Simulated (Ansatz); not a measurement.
# H13NO4Si4: the cost of one run

Computed with Ansatz 0.2.0, Gaussian basis. Level: PBE0-D4, def2-SVP first, then def2-TZVP.

153 further runs of the same task are left out: 2 that didn't finish, 151 set aside as unsound or not needed.

## Step 1: Starting geometry

The guess: 22 atoms, charge 0, spin multiplicity 1.

Atoms are counted from 1 here; the program's logs count them from 0.

Bond lengths: Si1–N2 1.834 Å, Si1–H11 1.450 Å, Si1–H12 1.448 Å, Si1–H13 1.481 Å, N2–H3 1.169 Å, N2–H14 1.012 Å, N2–H15 1.012 Å, O4–Si5 1.568 Å, Si5–O6 1.620 Å, Si5–O7 1.636 Å, Si5–O9 1.654 Å, O6–H16 0.953 Å, O7–Si8 1.604 Å, Si8–H17 1.462 Å, Si8–H18 1.467 Å, Si8–H19 1.470 Å, O9–Si10 1.597 Å, Si10–H20 1.462 Å and more. Angles: N2–Si1–H11 106.0°, N2–Si1–H12 108.9°, N2–Si1–H13 100.6°, H11–Si1–H12 123.9°, H11–Si1–H13 107.4°, H12–Si1–H13 107.7°, Si1–N2–H3 88.8°, Si1–N2–H14 118.1°, Si1–N2–H15 116.4°, H3–N2–H14 113.3°, H3–N2–H15 108.7°, H14–N2–H15 109.7°, O4–Si5–O6 112.3°, O4–Si5–O7 114.7°, O4–Si5–O9 108.8°, O6–Si5–O7 108.2°, O6–Si5–O9 107.0°, O7–Si5–O9 105.4° and more.

As a file:

```
Si   -2.5936   -0.0233   -0.2808
N    -2.0090    1.3938    0.7252
H    -1.2524    0.6753    1.2523
O    -0.7099   -0.5346    1.2935
Si    0.8555   -0.5708    1.2067
O     1.5469   -0.7785    2.6574
O     1.4572   -1.6997    0.1870
Si    1.2528   -2.2569   -1.3035
O     1.3905    0.8804    0.6195
Si    1.6022    1.7569   -0.6989
H    -3.1914   -0.9565    0.6543
H    -1.5603   -0.3820   -1.2295
H    -3.6953    0.6147   -1.0368
H    -2.6627    1.8263    1.3650
H    -1.4880    2.1092    0.2338
H     2.4891   -0.9169    2.6805
H     2.4222   -3.1160   -1.4814
H    -0.0130   -2.9921   -1.3928
H     1.2312   -1.1556   -2.2769
H     2.7815    1.3175   -1.4428
H     0.4070    1.6925   -1.5638
H     1.7395    3.1162   -0.1682
```

Distances that are to change: Si1–O4 2.51 Å, N2–H3 1.17 Å, Si1–N2 1.83 Å, H3–O4 1.33 Å.

## Step 2: Constrained relaxation of the guess

Input file hold/in.yaml:

```yaml
crystal:
  periodic: [false, false, false]
  atoms:
    - {symbol: Si, position_ang: [-2.593600, -0.023300, -0.280800]}
    - {symbol: N, position_ang: [-2.009000, 1.393800, 0.725200]}
    - {symbol: H, position_ang: [-1.252400, 0.675300, 1.252300]}
    - {symbol: O, position_ang: [-0.709900, -0.534600, 1.293500]}
    - {symbol: Si, position_ang: [0.855500, -0.570800, 1.206700]}
    - {symbol: O, position_ang: [1.546900, -0.778500, 2.657400]}
    - {symbol: O, position_ang: [1.457200, -1.699700, 0.187000]}
    - {symbol: Si, position_ang: [1.252800, -2.256900, -1.303500]}
    - {symbol: O, position_ang: [1.390500, 0.880400, 0.619500]}
    - {symbol: Si, position_ang: [1.602200, 1.756900, -0.698900]}
    - {symbol: H, position_ang: [-3.191400, -0.956500, 0.654300]}
    - {symbol: H, position_ang: [-1.560300, -0.382000, -1.229500]}
    - {symbol: H, position_ang: [-3.695300, 0.614700, -1.036800]}
    - {symbol: H, position_ang: [-2.662700, 1.826300, 1.365000]}
    - {symbol: H, position_ang: [-1.488000, 2.109200, 0.233800]}
    - {symbol: H, position_ang: [2.489100, -0.916900, 2.680500]}
    - {symbol: H, position_ang: [2.422200, -3.116000, -1.481400]}
    - {symbol: H, position_ang: [-0.013000, -2.992100, -1.392800]}
    - {symbol: H, position_ang: [1.231200, -1.155600, -2.276900]}
    - {symbol: H, position_ang: [2.781500, 1.317500, -1.442800]}
    - {symbol: H, position_ang: [0.407000, 1.692500, -1.563800]}
    - {symbol: H, position_ang: [1.739500, 3.116200, -0.168200]}
basis:
  gaussian: {orbitals: def2-SVP}
hamiltonian: {xc: pbe0, dispersion: d4}
relax: {f_tol: 0.04, max_steps: 150, escape_saddle: false, constraints: [{distance: [0, 3]}, {distance: [1, 2]}, {distance: [0, 1]}, {distance: [2, 3]}]}
```

Started as:

```
> ansatz run in.yaml --threads 4 --pin off --events-out ev --progress --plain --max-ram 66560MiB --backend cuda --devices 0, --max-vram 37GiB
```

**Question.** How long does this run take on 1 × a share of an NVIDIA H100 with 4 threads of AMD EPYC 7R13, shared host?

About 1.9 min.
